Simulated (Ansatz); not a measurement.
A nudged elastic band was laid between two geometries of a periodic cell of 17 atoms, K16Na (host K, host structure bcc, interstitial Na).

All numbers below come from DFT PBE-D3(BJ), scalar-relativistic, plane waves, PAW in Ansatz. Settings: cutoff 420 eV, k mesh 2x2x2, fermi-dirac smearing 0.15 eV, no spin polarisation.

```json
{
 "movable images": "7",
 "climbing image": "yes",
 "spring": "5.0 eV/Å²",
 "optimiser": "quadratic models (default)",
 "start path": "IDPP",
 "force threshold": "0.05 eV/Å",
 "iteration limit": "80",
 "end points": "relaxed"
}
```

Initial state:

```xyz
17
Lattice="10.4600 0.0000 0.0000 0.0000 10.4600 0.0000 0.0000 0.0000 10.4600" Properties=species:S:1:pos:R:3
K -0.154 -0.536 0.000
K 4.959 0.221 0.000
K -0.151 5.764 0.000
K -0.134 -0.174 5.230
K 2.770 2.614 3.155
K 4.958 5.008 0.000
K 5.557 0.081 5.229
K 8.128 2.615 2.401
K -0.134 5.403 5.230
K 2.754 7.845 2.780
K 2.771 2.614 7.304
K 5.555 5.148 5.229
K 7.523 7.844 2.527
K 8.128 2.615 8.059
K 2.754 7.845 7.680
K 7.523 7.844 7.932
Na 1.319 2.613 -0.001
```

Final state:

```xyz
17
Lattice="10.4600 0.0000 0.0000 0.0000 10.4600 0.0000 0.0000 0.0000 10.4600" Properties=species:S:1:pos:R:3
K 0.001 -0.529 0.139
K 5.232 -0.133 0.111
K 0.001 5.814 0.205
K 0.000 0.198 5.518
K 2.408 2.616 2.346
K 5.233 5.354 0.116
K 5.226 0.073 4.910
K 8.051 2.616 2.349
K 0.000 5.036 5.503
K 2.555 7.867 2.945
K 3.139 2.606 7.677
K 5.227 5.156 4.904
K 7.905 7.867 2.946
K 7.313 2.605 7.667
K 2.760 7.829 7.733
K 7.701 7.829 7.732
Na -0.008 2.672 -1.276
```

(1) Which bonds break or form, and what moves?

(2) Give the energies along the band, and the barrier.

Results:

(1) The atom that moves furthest is Na17, by 1.84 Å; four of its nearest neighbours are K11 3.47, K5 3.47, K1 3.48, K3 3.48 Å at the first end and K3 3.47, K14 3.49, K11 3.49, K1 3.50 Å at the last.

(2) It converged. The highest image is number 8 of 0 to 8, 0.001 eV above the ends, which have the same energy within 2 meV. The highest image is an end point: on this band no image between the ends rises above it. Inner images lie up to 0.010 eV below the lower end, so the ends aren't the lowest states on this path. Limits of this set-up: coarse k mesh, a small cell, in which the defect meets its images, a typed lattice constant that wasn't relaxed here.

```csv
image,path coordinate (Å),energy (eV),K1–K14 (Å),K3–K14 (Å),K5–K11 (Å)
0,0.00,0.000,4.52,4.52,4.15
1,0.30,-0.001,4.57,4.57,4.16
2,0.74,-0.003,4.62,4.62,4.22
3,1.17,-0.007,4.68,4.66,4.31
4,1.61,-0.010,4.78,4.76,4.45
5,2.05,-0.008,4.92,4.90,4.67
6,2.48,-0.004,5.04,5.04,4.91
7,2.92,-0.001,5.18,5.19,5.16
8,3.36,0.001,5.32,5.40,5.18
```

Run time: 6 min on 4 threads of AMD EPYC 9R45 (Zen 5) (shared host), peak memory 7.5 GiB.
